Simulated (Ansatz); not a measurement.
# ZnBH2 radical (SMILES [BH][ZnH]): functionals against CCSD(T) at one geometry

An exercise on one series of results from a longer session: the logs are not shown, and one member is left open.

Method: single points in def2-TZVPP; program: Ansatz 0.2.0, Gaussian basis.

Cores are frozen in the correlated methods. The 3s and 3p shells of Cu and Zn are frozen; filled d shells are correlated. Orbitals are unrestricted.

### The starting structure

SMILES `[BH][ZnH]`, 4 atoms, charge 0, spin multiplicity 2.

Atoms are counted from 1 here; the program's logs count them from 0.

Bond lengths: B1–Zn2 1.936 Å, B1–H3 1.133 Å, Zn2–H4 1.766 Å. Angles: Zn2–B1–H3 153.3°, B1–Zn2–H4 167.7°.

As a file:

```
B     0.2038   -0.8063    0.8416
Zn   -0.1802    0.6664   -0.3557
H     0.8331   -1.6732    1.2098
H    -0.8708    1.8459   -1.4742
```

The first run:

run/in.yaml

```yaml
crystal:
  periodic: [false, false, false]
  atoms:
    - {symbol: B, position_ang: [0.203800, -0.806300, 0.841600]}
    - {symbol: Zn, position_ang: [-0.180200, 0.666400, -0.355700]}
    - {symbol: H, position_ang: [0.833100, -1.673200, 1.209800]}
    - {symbol: H, position_ang: [-0.870800, 1.845900, -1.474200]}
basis:
  gaussian: {orbitals: def2-TZVPP}
magnetization: {spin_polarized: true, initial_magnetization: 1}
correlation: {method: ccsd_t, frozen_orbitals: {B: 1, H: 0, Zn: 9}}
scf: {omitted_lower_state_checks: [cluster_reference]}
output: {forces: true}
```

Launch:

```sh
> ansatz run in.yaml --threads 4 --pin off --events-out ev --progress --plain --max-ram 5222MiB
```

Among the steps run: CCSD(T)/def2-TZVPP; PBE0-D4/def2-TZVPP; wB97M-V/def2-TZVPP; r2SCAN-D4/def2-TZVPP; PBE-D4/def2-TZVPP; HSE06-D4/def2-TZVPP; revPBE-D4/def2-TZVPP.

One of the session's tables, all rows but one given; the rest of the session is left out.

```
   method  RMS force component (eV/Å)  angle to CCSD(T) forces (°)  dipole (D)
  CCSD(T)                       1.147                    reference        1.36
  PBE0-D4                       1.135                          2.2        1.42
  wB97M-V                       1.114                          2.9        1.44
r2SCAN-D4                           ?                            ?           ?
   PBE-D4                       1.109                          7.5        1.40
 HSE06-D4                       1.134                          2.1        1.43
revPBE-D4                       1.113                          6.7        1.42
```

Estimate the missing values for r2SCAN-D4.

**Answer.** RMS force component (eV/Å): 1.117; angle to CCSD(T) forces (°): 5.9; dipole (D): 1.44. In the column «RMS force component (eV/Å)» it lies between wB97M-V (1.114) and HSE06-D4 (1.134).
